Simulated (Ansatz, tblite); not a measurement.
# (H2Al-mu-OH)3 (Al3H9O3): spin states and exact exchange

Aim: set other spin states of (H2Al-mu-OH)3 (Al3H9O3) against its singlet, on many levels of theory.

Method: as each input shows; program: Ansatz 0.2.0, Gaussian basis.

Levels to be run: triplet, at the geometry of the singlet (GFN1-xTB, GFN2-xTB, PBE0-D4/def2-TZVP, PBE-D4/def2-TZVP, r2SCAN-D4/def2-TZVP); the singlet's energies come from earlier runs.

2 further runs of the same task are left out: 2 set aside as unsound or not needed.

## (1) The structure

The singlet was relaxed beforehand with PBE-D4/def2-SVP.

15 atoms, charge 0, spin multiplicity 1.

Bond lengths: Al1–H2 1.603 Å, Al1–H3 1.596 Å, Al1–O4 1.879 Å, Al1–O12 1.878 Å, O4–Al5 1.884 Å, O4–H13 0.974 Å, Al5–H6 1.598 Å, Al5–H7 1.599 Å, Al5–O8 1.882 Å, O8–Al9 1.883 Å, O8–H14 0.977 Å, Al9–H10 1.598 Å, Al9–H11 1.599 Å, Al9–O12 1.884 Å, O12–H15 0.974 Å. Angles: H2–Al1–H3 126.1°, H2–Al1–O4 105.6°, H2–Al1–O12 105.8°, H3–Al1–O4 107.7°, H3–Al1–O12 107.4°, O4–Al1–O12 101.7°, Al1–O4–Al5 123.9°, Al1–O4–H13 115.5°, Al5–O4–H13 117.6°, O4–Al5–H6 106.4°, O4–Al5–H7 111.5°, O4–Al5–O8 94.2°, H6–Al5–H7 124.8°, H6–Al5–O8 110.6°, H7–Al5–O8 105.1°, Al5–O8–Al9 131.5°, Al5–O8–H14 113.6°, Al9–O8–H14 113.4° and more.

## (2) Triplet at the fixed geometry, GFN1-xTB

Tight binding, by tblite at 300 K electronic temperature and without a spin-polarisation term:

```python
tblite.interface.Calculator('GFN1-xTB', numbers, positions, charge=0, uhf=2).singlepoint()
```

Energy -622.1328 eV; 0.019 s.

## (3) Triplet at the fixed geometry, GFN2-xTB

Tight binding, by tblite at 300 K electronic temperature and without a spin-polarisation term:

```python
tblite.interface.Calculator('GFN2-xTB', numbers, positions, charge=0, uhf=2).singlepoint()
```

Energy -547.1984 eV; 0.02 s.

## (4) Triplet at the fixed geometry, PBE0-D4/def2-TZVP

Contents of in.yaml:

```yaml
crystal:
  periodic: [false, false, false]
  atoms:
    - {symbol: Al, position_ang: [1.511480, 1.010044, -0.057576]}
    - {symbol: H, position_ang: [3.094411, 0.864381, -0.265162]}
    - {symbol: H, position_ang: [0.718570, 2.369908, 0.206903]}
    - {symbol: O, position_ang: [0.728072, 0.173250, -1.546581]}
    - {symbol: Al, position_ang: [-1.089706, -0.313325, -1.643459]}
    - {symbol: H, position_ang: [-1.122796, -1.888391, -1.911897]}
    - {symbol: H, position_ang: [-1.942904, 0.768769, -2.454322]}
    - {symbol: O, position_ang: [-1.429169, 0.055438, 0.170165]}
    - {symbol: Al, position_ang: [-0.704022, -0.672251, 1.747731]}
    - {symbol: H, position_ang: [-0.743256, -2.269409, 1.709527]}
    - {symbol: H, position_ang: [-1.302466, 0.227964, 2.925704]}
    - {symbol: O, position_ang: [1.064405, -0.177854, 1.327204]}
    - {symbol: H, position_ang: [1.348329, -0.274003, -2.150385]}
    - {symbol: H, position_ang: [-1.911130, 0.892331, 0.314736]}
    - {symbol: H, position_ang: [1.780193, -0.766861, 1.627432]}
basis:
  gaussian: {orbitals: def2-TZVP}
magnetization: {spin_polarized: true, initial_magnetization: 2}
hamiltonian: {xc: pbe0, dispersion: d4}
scf: {omitted_lower_state_checks: [starts]}
output: {orbitals: {seedname: orbitals}}
```

On the command line:

```
$ ansatz run in.yaml --threads 4 --pin off --events-out ev --progress --plain --max-ram 4787MiB
```

Log:

```text
Functional definition: PBE0
  name "PBE0"
  cite "Adamo & Barone, J. Chem. Phys. 110, 6158 (1999) doi:10.1063/1.478522"
  cite "Perdew, Burke & Ernzerhof, Phys. Rev. Lett. 77, 3865 (1996) doi:10.1103/PhysRevLett.77.3865"
  parent pbe
  parameter a = 0.25
  parameter kappa = 0.804
  parameter beta = 0.06672455060314922
  exchange = (1 - a)*pbe_x(kappa = kappa, mu = beta*pi^2/3) + a*exact_x
  correlation = pbe_c(beta = beta)
these checks for a lower state are left out or cut short: starts
1686 factors; their error is unknown
mean field evaluation 1: about -26052.8472 eV, gradient 6.3e1 eV
mean field evaluation 2: about -26007.0410 eV, gradient 1.2e2 eV
mean field evaluation 4: about -26064.5289 eV, gradient 1.4e1 eV
mean field evaluation 8: about -26066.2137 eV, gradient 8.6e-1 eV
mean field evaluation 16: about -26066.5033 eV, gradient 2.7e-1 eV
mean field -26066.50486637 eV, -957.9263853275 hartree, gradient 1.9e-5 eV, S^2 2.009232; 0 other end points of the search recorded, 0 dependent functions left out
reference -26066.50491726 eV, -957.9263871979 hartree; 37, 35 occupied and 221, 223 virtual orbitals, 1686 factors
Total energy: -26066.84349161 eV, -957.9388295755 hartree
Checks for a lower state left out: starts
```

Wall time 16 s (4 threads of AMD EPYC 7B13, shared host); peak memory 1.2 GiB.

From the report: HOMO -2.41 eV, LUMO -7.02 eV (over both spins; with the spin held, an empty level of the minority spin lies below the top filled one); ⟨S²⟩ 2.009 (pure: 2.00).

## (5) Triplet at the fixed geometry, PBE-D4/def2-TZVP

start.molden holds the orbitals of an earlier run on this state, given as this run's starting guess.

in.yaml, as its differences from that of step 4:

```diff
@@ -19,5 +19,5 @@
 basis:
-  gaussian: {orbitals: def2-TZVP}
+  gaussian: {orbitals: def2-TZVP, initial_orbitals: start.molden}
 magnetization: {spin_polarized: true, initial_magnetization: 2}
-hamiltonian: {xc: pbe0, dispersion: d4}
+hamiltonian: {xc: pbe, dispersion: d4}
 scf: {omitted_lower_state_checks: [starts]}
```

The command is unchanged.

Log:

```text
Functional definition: PBE
  name "PBE"
  cite "Perdew, Burke & Ernzerhof, Phys. Rev. Lett. 77, 3865 (1996) doi:10.1103/PhysRevLett.77.3865"
  parent pbe
  parameter kappa = 0.804
  parameter beta = 0.06672455060314922
  exchange = pbe_x(kappa = kappa, mu = beta*pi^2/3)
  correlation = pbe_c(beta = beta)
these checks for a lower state are left out or cut short: starts
1626 factors; their error is unknown
mean field evaluation 1: about -26064.5702 eV, gradient 9.7e0 eV
mean field evaluation 2: about -26064.8548 eV, gradient 6.4e-1 eV
mean field evaluation 4: about -26064.9205 eV, gradient 4.6e-1 eV
mean field evaluation 8: about -26064.9320 eV, gradient 2.9e-2 eV
mean field evaluation 16: about -26064.9321 eV, gradient 2.0e-3 eV
mean field -26064.93209661 eV, -957.8685871050 hartree, gradient 2.4e-6 eV, S^2 2.002025; 0 other end points of the search recorded, 0 dependent functions left out
reference -26064.93216516 eV, -957.8685896239 hartree; 37, 35 occupied and 221, 223 virtual orbitals, 1626 factors
Total energy: -26065.32584763 eV, -957.8830571880 hartree
Checks for a lower state left out: starts
```

Run time: 14 s. Hardware: 4 threads of AMD EPYC 7B13, shared host; peak memory 0.95 GiB.

From the report: HOMO -1.64 eV, LUMO -7.18 eV (over both spins; with the spin held, an empty level of the minority spin lies below the top filled one); ⟨S²⟩ 2.002 (pure: 2.00).

## (6) Triplet at the fixed geometry, r2SCAN-D4/def2-TZVP

in.yaml, as its differences from that of step 5:

```diff
@@ -21,3 +21,3 @@
 magnetization: {spin_polarized: true, initial_magnetization: 2}
-hamiltonian: {xc: pbe, dispersion: d4}
+hamiltonian: {xc: r2scan, dispersion: d4}
 scf: {omitted_lower_state_checks: [starts]}
```

Same command.

Log (excerpt; [...] marks lines left out):

```text
Functional definition: r2SCAN
  name "r2SCAN"
  cite "Furness, Kaplan, Ning, Perdew & Sun, J. Phys. Chem. Lett. 11, 8208 (2020) doi:10.1021/acs.jpclett.0c02405"
  cite "Furness, Kaplan, Ning, Perdew & Sun, J. Phys. Chem. Lett. 11, 9248 (2020) doi:10.1021/acs.jpclett.0c03077"
  parent r2scan
[...]
1626 factors; their error is unknown
[...]
mean field -26077.93905386 eV, -958.3465839673 hartree, gradient 4.6e-6 eV, S^2 2.006040; 0 other end points of the search recorded, 0 dependent functions left out
reference -26077.93907939 eV, -958.3465849056 hartree; 37, 35 occupied and 221, 223 virtual orbitals, 1626 factors
Total energy: -26078.03846513 eV, -958.3502372642 hartree
Checks for a lower state left out: starts
```

It took 15 s on 4 threads of AMD EPYC 7B13, shared host; peak memory 0.59 GiB.

HOMO -1.72 eV, LUMO -7.37 eV (over both spins; with the spin held, an empty level of the minority spin lies below the top filled one); ⟨S²⟩ 2.006 (pure: 2.00).

## (7) Triplet less singlet, vertical

The singlet's energies are those of its earlier runs, whose logs aren't repeated here.

| level | triplet less singlet, vertical (kJ/mol) | time |
| --- | --- | --- |
| GFN1-xTB | +645.5 | 0.084 s |
| GFN2-xTB | +589.9 | 0.033 s |
| PBE-D4/def2-TZVP | +538.8 | 17 s |
| r2SCAN-D4/def2-TZVP | +577.5 | 21 s |
| PBE0-D4/def2-TZVP | +605.0 | 20 s |

Times add the two runs; a level without a time comes out of a correlated run. Tight binding without a spin term can't rank spin states.

## (8) What came out

| quantity | value |
| --- | --- |
| triplet less singlet, vertical, functionals in def2-TZVP | +538.8 (PBE-D4) to +605.0 kJ/mol (PBE0-D4) |

What this shows: All functionals put the triplet above the singlet, over a spread of 66.2 kJ/mol. The checks for a lower triplet were left out, so another state of that spin may lie lower. These are electronic energies, without zero-point motion, entropy or surroundings.
